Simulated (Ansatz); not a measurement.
# Cl2FGeH: the cost of one run

Program: Ansatz 0.2.0. Level of theory: RKS revPBE/def2-SVP. These are calculated values, not measurements.

## Step 1: The system as given

Bond lengths: Ge1–Cl2 2.220 Å, Ge1–H3 1.550 Å, Ge1–F4 1.679 Å, Ge1–Cl5 2.218 Å. Angles: Cl2–Ge1–H3 109.5°, Cl2–Ge1–F4 109.5°, Cl2–Ge1–Cl5 109.5°, H3–Ge1–F4 109.5°, H3–Ge1–Cl5 109.5°, F4–Ge1–Cl5 109.5°.

Structure file:

```xyz
5

Ge    0.0000    0.0000    0.0000
Cl    0.0000    0.0000    2.2200
H     1.4616    0.0000   -0.5162
F    -0.7913    1.3709   -0.5594
Cl   -1.0456   -1.8115   -0.7393
```

## Step 2: Preparing the start

input.yaml

```yaml
crystal:
  periodic: [false, false, false]
  atoms:
    - { symbol: Ge, position_ang: [0.0, 0.0, 0.0] }
    - { symbol: Cl, position_ang: [0.0, 0.0, 2.22] }
    - { symbol: H, position_ang: [1.4616, 0.0, -0.5162] }
    - { symbol: F, position_ang: [-0.7913, 1.3709, -0.5594] }
    - { symbol: Cl, position_ang: [-1.0456, -1.8115, -0.7393] }
basis:
  gaussian: { orbitals: def2-SVP }
hamiltonian:
  xc: revpbe
relax:
  f_tol: 0.02
  max_steps: 40
output:
  orbitals: {}
```

On the command line:

```bash
$ ansatz run input.yaml --threads 2 --pin off --max-ram 3072MiB --backend cpu --events-out ev --progress --plain --runs-dir out
```

What time and memory should one allow on 2 threads of Arm Neoverse V1, shared host?

About 6.7 s, with a peak of 0.13 GiB.
